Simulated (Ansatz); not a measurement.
# Si4H10 + HF: a complex and its separated parts, part 2 of 3

Ansatz 0.2.0, Gaussian basis. The steps go on from the part before.

## Step 11: r2SCAN0-D4/def2-TZVPP

The inputs:

parta/in.yaml

```yaml
crystal:
  periodic: [false, false, false]
  atoms:
    - {symbol: Si, position_ang: [-0.462035, 0.552264, 0.561422]}
    - {symbol: Si, position_ang: [1.375710, -0.599053, 1.432839]}
    - {symbol: Si, position_ang: [-0.136142, 0.933003, -1.721395]}
    - {symbol: Si, position_ang: [-2.402610, -0.711137, 0.877486]}
    - {symbol: H, position_ang: [-0.603742, 1.860749, 1.264580]}
    - {symbol: H, position_ang: [2.627826, 0.180511, 1.238790]}
    - {symbol: H, position_ang: [1.195285, -0.860632, 2.886279]}
    - {symbol: H, position_ang: [1.513729, -1.902585, 0.728739]}
    - {symbol: H, position_ang: [-1.293589, 1.662170, -2.306171]}
    - {symbol: H, position_ang: [1.098475, 1.730689, -1.952979]}
    - {symbol: H, position_ang: [0.004598, -0.373386, -2.419530]}
    - {symbol: H, position_ang: [-2.252962, -2.019524, 0.184894]}
    - {symbol: H, position_ang: [-2.638317, -0.963786, 2.324606]}
    - {symbol: H, position_ang: [-3.587437, -0.008608, 0.315193]}
basis:
  gaussian: {orbitals: def2-TZVPP}
hamiltonian: {xc: {name: r2SCAN0}, dispersion: d4}
```

partb/in.yaml

```yaml
crystal:
  periodic: [false, false, false]
  atoms:
    - {symbol: H, position_ang: [2.502827, 0.592895, -1.860471]}
    - {symbol: F, position_ang: [3.058284, -0.073565, -1.554284]}
basis:
  gaussian: {orbitals: def2-TZVPP}
hamiltonian: {xc: {name: r2SCAN0}, dispersion: d4}
```

The run is started by

```console
> ansatz run in.yaml --threads 4 --pin off --events-out ev --progress --plain --max-ram 63488MiB --backend cuda --devices 0, --max-vram 37GiB   # in parta
> ansatz run in.yaml --threads 4 --pin off --events-out ev --progress --plain --max-ram 63488MiB --backend cpu   # in partb
```

Log of parta, cut to the lines that bear on the results:

```text
Functional definition: r2SCAN0
  name "r2SCAN0"
  cite "Bursch, Neugebauer, Ehlert & Grimme, J. Chem. Phys. 156, 134105 (2022) doi:10.1063/5.0086040"
  cite "Furness, Kaplan, Ning, Perdew & Sun, J. Phys. Chem. Lett. 11, 8208 (2020) doi:10.1021/acs.jpclett.0c02405"
  cite "Furness, Kaplan, Ning, Perdew & Sun, J. Phys. Chem. Lett. 11, 9248 (2020) doi:10.1021/acs.jpclett.0c03077"
  parent r2scan
[...]
1754 factors; their error is unknown
[...]
mean field -31670.81956426 eV, -1163.8811517339 hartree, gradient 3.0e-5 eV, S^2 0.000000; 0 other end points of the search recorded, 0 dependent functions left out
reference -31670.81957913 eV, -1163.8811522805 hartree; 33, 33 occupied and 275, 275 virtual orbitals, 1754 factors
Total energy: -31670.93394419 eV, -1163.8853551189 hartree
```

Log of partb, cut to the lines that bear on the results:

```text
[... 6 set-up lines as earlier in the session ...]
[...]
215 factors; their error is unknown
[...]
mean field -2732.94547030 eV, -100.4338935767 hartree, gradient 6.6e-5 eV, S^2 0.000000; 0 other end points of the search recorded, 0 dependent functions left out
reference -2732.94547276 eV, -100.4338936671 hartree; 5, 5 occupied and 40, 40 virtual orbitals, 215 factors
Total energy: -2732.94597473 eV, -100.4339121142 hartree
```

Wall times: 2.2 s (parta, 1 × a share of an NVIDIA H100 with 4 threads of AMD EPYC 7R13, shared host), 0.31 s (partb, 4 threads of AMD EPYC 7R13, shared host).

## Step 12: BHLYP-D4/def2-TZVPP

Each input of step 11 (parta, partb) changes in the same lines:

```diff
-hamiltonian: {xc: {name: r2SCAN0}, dispersion: d4}
+hamiltonian: {xc: {name: BHLYP}, dispersion: d4}
```

The run is started by

```console
> ansatz run in.yaml --threads 4 --pin off --events-out ev --progress --plain --max-ram 63488MiB --backend cuda --devices 0, --max-vram 37GiB   # in parta
> ansatz run in.yaml --threads 4 --pin off --events-out ev --progress --plain --max-ram 63488MiB --backend cpu   # in partb
```

parta printed, cut to the lines that bear on the results:

```text
Functional definition: BHLYP
  name "BHLYP"
  cite "Becke, J. Chem. Phys. 98, 1372 (1993) doi:10.1063/1.464304"
[... 2 set-up lines as earlier in the session ...]
[...]
1830 factors; their error is unknown
[...]
mean field -31674.08131878 eV, -1164.0010190016 hartree, gradient 1.6e-5 eV, S^2 0.000000; 0 other end points of the search recorded, 0 dependent functions left out
reference -31674.08156274 eV, -1164.0010279671 hartree; 33, 33 occupied and 275, 275 virtual orbitals, 1830 factors
Total energy: -31674.60458020 eV, -1164.0202485042 hartree
```

Output in partb, cut to the lines that bear on the results:

```text
[... 5 set-up lines as earlier in the session ...]
[...]
234 factors; their error is unknown
[...]
mean field -2733.43314829 eV, -100.4518154121 hartree, gradient 1.2e-5 eV, S^2 0.000000; 0 other end points of the search recorded, 0 dependent functions left out
reference -2733.43320882 eV, -100.4518176367 hartree; 5, 5 occupied and 40, 40 virtual orbitals, 234 factors
Total energy: -2733.43493678 eV, -100.4518811381 hartree
```

Wall times: 2.5 s (parta, 1 × a share of an NVIDIA H100 with 4 threads of AMD EPYC 7R13, shared host), 0.15 s (partb, 4 threads of AMD EPYC 7R13, shared host).

## Step 13: CAM-B3LYP-D4/def2-TZVPP

The same edit goes into each in.yaml of step 12 (parta, partb):

```diff
-hamiltonian: {xc: {name: BHLYP}, dispersion: d4}
+hamiltonian: {xc: {name: CAM-B3LYP}, dispersion: d4}
```

The run is started by

```console
> ansatz run in.yaml --threads 4 --pin off --events-out ev --progress --plain --max-ram 63488MiB --backend cuda --devices 0, --max-vram 37GiB   # in parta
> ansatz run in.yaml --threads 4 --pin off --events-out ev --progress --plain --max-ram 63488MiB --backend cpu   # in partb
```

Log of parta, cut to the lines that bear on the results:

```text
Functional definition: CAM-B3LYP
  name "CAM-B3LYP"
  cite "Yanai, Tew & Handy, Chem. Phys. Lett. 393, 51 (2004) doi:10.1016/j.cplett.2004.06.011"
  cite "Iikura, Tsuneda, Yanai & Hirao, J. Chem. Phys. 115, 3540 (2001) doi:10.1063/1.1383587"
[... 2 set-up lines as earlier in the session ...]
[...]
1754 factors; their error is unknown
462 factors; integrals over basis functions are off by at most 1.5e-5 eV
[...]
mean field -31674.55075570 eV, -1164.0182704902 hartree, gradient 5.3e-5 eV, S^2 0.000000; 0 other end points of the search recorded, 0 dependent functions left out
reference -31674.55093083 eV, -1164.0182769264 hartree; 33, 33 occupied and 275, 275 virtual orbitals, 1754 factors
Total energy: -31674.88860086 eV, -1164.0306860709 hartree
```

partb printed, cut to the lines that bear on the results:

```text
[... 6 set-up lines as earlier in the session ...]
[...]
  # Exact exchange under (alpha + beta erf(omega r))/r, Becke's under what is left of 1/r.
[...]
215 factors; their error is unknown
48 factors; integrals over basis functions are off by at most 4.9e-5 eV
[...]
mean field -2733.85902645 eV, -100.4674661459 hartree, gradient 6.2e-5 eV, S^2 0.000000; 0 other end points of the search recorded, 0 dependent functions left out
reference -2733.85907058 eV, -100.4674677677 hartree; 5, 5 occupied and 40, 40 virtual orbitals, 215 factors
Total energy: -2733.86051090 eV, -100.4675206984 hartree
```

Wall times: 2.8 s (parta, 1 × a share of an NVIDIA H100 with 4 threads of AMD EPYC 7R13, shared host), 0.16 s (partb, 4 threads of AMD EPYC 7R13, shared host).

## Step 14: wB97X-V/def2-TZVPP

Each input of step 13 (parta, partb) changes in the same lines:

```diff
-hamiltonian: {xc: {name: CAM-B3LYP}, dispersion: d4}
+hamiltonian: {xc: {name: wB97X-V}}
```

The run is started by

```console
> ansatz run in.yaml --threads 4 --pin off --events-out ev --progress --plain --max-ram 63488MiB --backend cuda --devices 0, --max-vram 37GiB   # in parta
> ansatz run in.yaml --threads 4 --pin off --events-out ev --progress --plain --max-ram 63488MiB --backend cpu   # in partb
```

Output in parta, cut to the lines that bear on the results:

```text
Functional definition: wB97X-V
  name "wB97X-V"
  cite "Mardirossian & Head-Gordon, Phys. Chem. Chem. Phys. 16, 9904 (2014) doi:10.1039/C3CP54374A"
[... 2 set-up lines as earlier in the session ...]
[...]
      + integral(e_c_pw_opposite_spin*poly(b97_u_opposite, cos0, cos1)) + vv10(b, c)
1754 factors; their error is unknown
418 factors; integrals over basis functions are off by at most 1.1e-5 eV
[...]
mean field -31669.31906718 eV, -1163.8260094834 hartree, gradient 2.9e-5 eV, S^2 0.000000; 0 other end points of the search recorded, 0 dependent functions left out
reference -31669.31906414 eV, -1163.8260093718 hartree; 33, 33 occupied and 275, 275 virtual orbitals, 1754 factors
Total energy: -31669.31906414 eV, -1163.8260093718 hartree
```

Log of partb, cut to the lines that bear on the results:

```text
[... 5 set-up lines as earlier in the session ...]
[...]
      + integral(e_c_pw_opposite_spin*poly(b97_u_opposite, cos0, cos1)) + vv10(b, c)
215 factors; their error is unknown
48 factors; integrals over basis functions are off by at most 2.2e-5 eV
[...]
mean field -2733.49560656 eV, -100.4541107112 hartree, gradient 1.0e-5 eV, S^2 0.000000; 0 other end points of the search recorded, 0 dependent functions left out
reference -2733.49560597 eV, -100.4541106895 hartree; 5, 5 occupied and 40, 40 virtual orbitals, 215 factors
Total energy: -2733.49560597 eV, -100.4541106895 hartree
```

Times: 3.6 s (parta, 1 × a share of an NVIDIA H100 with 4 threads of AMD EPYC 7R13, shared host), 0.25 s (partb, 4 threads of AMD EPYC 7R13, shared host); peak memory 0.92 GiB.

## Step 15: wB97M-V/def2-TZVPP

Each input of step 14 (parta, partb) changes in the same lines:

```diff
-hamiltonian: {xc: {name: wB97X-V}}
+hamiltonian: {xc: {name: wB97M-V}}
```

The run is started by

```console
> ansatz run in.yaml --threads 4 --pin off --events-out ev --progress --plain --max-ram 63488MiB --backend cuda --devices 0, --max-vram 37GiB   # in parta
> ansatz run in.yaml --threads 4 --pin off --events-out ev --progress --plain --max-ram 63488MiB --backend cpu   # in partb
```

Log of parta, cut to the lines that bear on the results:

```text
Functional definition: wB97M-V
  name "wB97M-V"
  cite "Mardirossian & Head-Gordon, J. Chem. Phys. 144, 214110 (2016) doi:10.1063/1.4952647"
[... 2 set-up lines as earlier in the session ...]
  # Of w^i u^j: cxij and so on, Table III.
[...]
  gx(w, u) = 1 - cx + cx01*u + cx10*w
[...]
      + integral(e_c_pw_mod_opposite_spin*gos(b97_w_opposite, b97_u_opposite)) + vv10(b, c)
1754 factors; their error is unknown
418 factors; integrals over basis functions are off by at most 1.1e-5 eV
[...]
mean field -31670.82378475 eV, -1163.8813068342 hartree, gradient 2.0e-5 eV, S^2 0.000000; 0 other end points of the search recorded, 0 dependent functions left out
reference -31670.82385832 eV, -1163.8813095379 hartree; 33, 33 occupied and 275, 275 virtual orbitals, 1754 factors
Total energy: -31670.82385832 eV, -1163.8813095379 hartree
```

Log of partb, cut to the lines that bear on the results:

```text
[... 5 set-up lines as earlier in the session ...]
  # Of w^i u^j: cxij and so on, Table III.
[...]
  gx(w, u) = 1 - cx + cx01*u + cx10*w
[...]
      + integral(e_c_pw_mod_opposite_spin*gos(b97_w_opposite, b97_u_opposite)) + vv10(b, c)
215 factors; their error is unknown
48 factors; integrals over basis functions are off by at most 2.2e-5 eV
[...]
mean field -2733.67553242 eV, -100.4607228646 hartree, gradient 1.2e-5 eV, S^2 0.000000; 0 other end points of the search recorded, 0 dependent functions left out
reference -2733.67554708 eV, -100.4607234035 hartree; 5, 5 occupied and 40, 40 virtual orbitals, 215 factors
Total energy: -2733.67554708 eV, -100.4607234035 hartree
```

Wall times: 3.1 s (parta, 1 × a share of an NVIDIA H100 with 4 threads of AMD EPYC 7R13, shared host), 0.3 s (partb, 4 threads of AMD EPYC 7R13, shared host); peak memory 0.94 GiB.

## Step 16: B2PLYP/def2-TZVPP

Each input of step 15 (parta, partb) changes in the same lines:

```diff
-hamiltonian: {xc: {name: wB97M-V}}
+hamiltonian: {xc: {name: B2PLYP}}
```

The run is started by

```console
> ansatz run in.yaml --threads 4 --pin off --events-out ev --progress --plain --max-ram 63488MiB --backend cuda --devices 0, --max-vram 37GiB   # in parta
> ansatz run in.yaml --threads 4 --pin off --events-out ev --progress --plain --max-ram 63488MiB --backend cpu   # in partb
```

Output in parta, cut to the lines that bear on the results:

```text
Functional definition: B2PLYP
  name "B2PLYP"
  cite "Grimme, J. Chem. Phys. 124, 034108 (2006) doi:10.1063/1.2148954"
[... 2 set-up lines as earlier in the session ...]
[...]
1720 factors; integrals over basis functions are off by at most 8.9e-4 eV
[...]
mean field -31655.88395917 eV, -1163.3322783706 hartree, gradient 6.6e-6 eV, S^2 0.000000; 0 other end points of the search recorded, 0 dependent functions left out
20 core orbitals not correlated: weight in the atoms' cores, before any rotation towards them, 1.000 or more for the frozen orbitals, at most 0.000 for the correlated occupied ones
reference -31655.88418692 eV, -1163.3322867404 hartree; 13, 13 occupied and 275, 275 virtual orbitals, 1720 factors
second order -17.39802156 eV of doubles, -0.00000000 eV of singles
Total energy: -31660.58165274 eV, -1163.5049154252 hartree
```

Log of partb, cut to the lines that bear on the results:

```text
[... 5 set-up lines as earlier in the session ...]
[...]
287 factors; integrals over basis functions are off by at most 1.0e-3 eV
[...]
mean field -2730.72524740 eV, -100.3523018900 hartree, gradient 1.4e-6 eV, S^2 0.000000; 0 other end points of the search recorded, 0 dependent functions left out
1 core orbitals not correlated: weight in the atoms' cores, before any rotation towards them, 1.000 or more for the frozen orbitals, at most 0.000 for the correlated occupied ones
reference -2730.72530410 eV, -100.3523039737 hartree; 4, 4 occupied and 40, 40 virtual orbitals, 287 factors
second order -8.59400228 eV of doubles, -0.00000000 eV of singles
Total energy: -2733.04568472 eV, -100.4375763885 hartree
```

Wall times: 1.8 s (parta, 1 × a share of an NVIDIA H100 with 4 threads of AMD EPYC 7R13, shared host), 0.26 s (partb, 4 threads of AMD EPYC 7R13, shared host); peak memory 1.3 GiB.

## Step 17: PBE-QIDH/def2-TZVPP

The same edit goes into each in.yaml of step 16 (parta, partb):

```diff
-hamiltonian: {xc: {name: B2PLYP}}
+hamiltonian: {xc: {name: PBE-QIDH}}
```

The run is started by

```console
> ansatz run in.yaml --threads 4 --pin off --events-out ev --progress --plain --max-ram 63488MiB --backend cuda --devices 0, --max-vram 37GiB   # in parta
> ansatz run in.yaml --threads 4 --pin off --events-out ev --progress --plain --max-ram 63488MiB --backend cpu   # in partb
```

Output in parta, cut to the lines that bear on the results:

```text
Functional definition: PBE-QIDH
  name "PBE-QIDH"
  cite "Brémond, Sancho-García, Pérez-Jiménez & Adamo, J. Chem. Phys. 141, 031101 (2014) doi:10.1063/1.4890314"
[... 1 set-up line as earlier in the session ...]
[...]
1720 factors; integrals over basis functions are off by at most 8.9e-4 eV
[...]
mean field -31646.00834618 eV, -1162.9693562873 hartree, gradient 4.1e-6 eV, S^2 0.000000; 0 other end points of the search recorded, 0 dependent functions left out
20 core orbitals not correlated: weight in the atoms' cores, before any rotation towards them, 1.000 or more for the frozen orbitals, at most 0.000 for the correlated occupied ones
reference -31646.00836453 eV, -1162.9693569615 hartree; 13, 13 occupied and 275, 275 virtual orbitals, 1720 factors
second order -16.11542722 eV of doubles, -0.00000000 eV of singles
Total energy: -31651.38017360 eV, -1163.1667673039 hartree
```

Output in partb, cut to the lines that bear on the results:

```text
[... 4 set-up lines as earlier in the session ...]
[...]
287 factors; integrals over basis functions are off by at most 1.0e-3 eV
[...]
mean field -2728.92251610 eV, -100.2860527366 hartree, gradient 3.8e-6 eV, S^2 0.000000; 0 other end points of the search recorded, 0 dependent functions left out
1 core orbitals not correlated: weight in the atoms' cores, before any rotation towards them, 1.000 or more for the frozen orbitals, at most 0.000 for the correlated occupied ones
reference -2728.92251945 eV, -100.2860528598 hartree; 4, 4 occupied and 40, 40 virtual orbitals, 287 factors
second order -8.07150884 eV of doubles, -0.00000000 eV of singles
Total energy: -2731.61302240 eV, -100.3849270193 hartree
```

Wall times: 1.8 s (parta, 1 × a share of an NVIDIA H100 with 4 threads of AMD EPYC 7R13, shared host), 0.2 s (partb, 4 threads of AMD EPYC 7R13, shared host); peak memory 1.3 GiB.

## Step 18: RPA on PBE/def2-TZVPP

Each input of step 17 (parta, partb) changes in the same lines:

```diff
-hamiltonian: {xc: {name: PBE-QIDH}}
+hamiltonian: {xc: pbe}
+correlation: {method: rpa}
```

The run is started by

```console
> ansatz run in.yaml --threads 4 --pin off --events-out ev --progress --plain --max-ram 63488MiB --backend cuda --devices 0, --max-vram 37GiB   # in parta
> ansatz run in.yaml --threads 4 --pin off --events-out ev --progress --plain --max-ram 63488MiB --backend cpu   # in partb
```

Log of parta, cut to the lines that bear on the results:

```text
[... 4 set-up lines as earlier in the session ...]
[...]
1720 factors; integrals over basis functions are off by at most 8.9e-4 eV
[...]
mean field -31657.25262797 eV, -1163.3825760215 hartree, gradient 2.4e-6 eV, S^2 0.000000; 0 other end points of the search recorded, 0 dependent functions left out
20 core orbitals not correlated: weight in the atoms' cores, before any rotation towards them, 1.000 or more for the frozen orbitals, at most 0.000 for the correlated occupied ones
reference -31606.39398125 eV, -1161.5135552278 hartree; 13, 13 occupied and 275, 275 virtual orbitals, 1720 factors
Total energy: -31635.09443455 eV, -1162.5682774326 hartree
```

Output in partb, cut to the lines that bear on the results:

```text
[... 4 set-up lines as earlier in the session ...]
[...]
287 factors; integrals over basis functions are off by at most 1.0e-3 eV
[...]
mean field -2731.84356692 eV, -100.3933993741 hartree, gradient 9.3e-7 eV, S^2 0.000000; 0 other end points of the search recorded, 0 dependent functions left out
1 core orbitals not correlated: weight in the atoms' cores, before any rotation towards them, 1.000 or more for the frozen orbitals, at most 0.000 for the correlated occupied ones
reference -2722.68126823 eV, -100.0566911078 hartree; 4, 4 occupied and 40, 40 virtual orbitals, 287 factors
Total energy: -2733.63265542 eV, -100.4591471637 hartree
```

Wall times: 2.8 s (parta, 1 × a share of an NVIDIA H100 with 4 threads of AMD EPYC 7R13, shared host), 0.15 s (partb, 4 threads of AMD EPYC 7R13, shared host); peak memory 1.3 GiB.

## Step 19: CCSD(T)/def2-TZVPP

Each input of step 18 (parta, partb) changes in the same lines:

```diff
-hamiltonian: {xc: pbe}
-correlation: {method: rpa}
+correlation: {method: ccsd_t}
```

The run is started by

```console
> ansatz run in.yaml --threads 4 --pin off --events-out ev --progress --plain --max-ram 63488MiB --backend cuda --devices 0, --max-vram 37GiB   # in parta
> ansatz run in.yaml --threads 4 --pin off --events-out ev --progress --plain --max-ram 63488MiB --backend cpu   # in partb
```

Log of parta, cut to the lines that bear on the results:

```text
Functional definition: HF
  name "HF"
  cite "Fock, Z. Phys. 61, 126 (1930) doi:10.1007/BF01340294"
[... 1 set-up line as earlier in the session ...]
[...]
1720 factors; integrals over basis functions are off by at most 8.9e-4 eV
[...]
mean field -31608.27673056 eV, -1161.5827449884 hartree, gradient 1.3e-6 eV, S^2 0.000000; 0 other end points of the search recorded, 0 dependent functions left out
20 core orbitals not correlated: weight in the atoms' cores, before any rotation towards them, 1.000 or more for the frozen orbitals, at most 0.000 for the correlated occupied ones
reference -31608.27673056 eV, -1161.5827449884 hartree; 13, 13 occupied and 275, 275 virtual orbitals, 1720 factors
second order -14.00789294 eV of doubles, -0.00000000 eV of singles
cycle   1  -15.73127197 eV  change    -1.7e0 eV  update   1.0e-1
[...]
cycle   8  -16.40448273 eV  change   -2.4e-5 eV  update   2.7e-5
perturbative correction -0.58671646 eV, -0.0215614321 hartree
Total energy: -31625.26792974 eV, -1162.2071600415 hartree
```

Log of partb, cut to the lines that bear on the results:

```text
[... 4 set-up lines as earlier in the session ...]
[...]
287 factors; integrals over basis functions are off by at most 1.0e-3 eV
[...]
mean field -2722.91272793 eV, -100.0651970949 hartree, gradient 4.5e-6 eV, S^2 0.000000; 0 other end points of the search recorded, 0 dependent functions left out
1 core orbitals not correlated: weight in the atoms' cores, before any rotation towards them, 1.000 or more for the frozen orbitals, at most 0.000 for the correlated occupied ones
reference -2722.91272793 eV, -100.0651970949 hartree; 4, 4 occupied and 40, 40 virtual orbitals, 287 factors
second order -7.36483850 eV of doubles, -0.00000000 eV of singles
cycle   1  -7.29620377 eV  change    6.9e-2 eV  update   3.9e-2
[...]
cycle   8  -7.43088176 eV  change    4.9e-7 eV  update   3.3e-6
perturbative correction -0.17033612 eV, -0.0062597370 hartree
Total energy: -2730.51394581 eV, -100.3445366998 hartree
```

They took 3.2 s (parta, 1 × a share of an NVIDIA H100 with 4 threads of AMD EPYC 7R13, shared host), 0.2 s (partb, 4 threads of AMD EPYC 7R13, shared host).

[end of part 2 of 3]
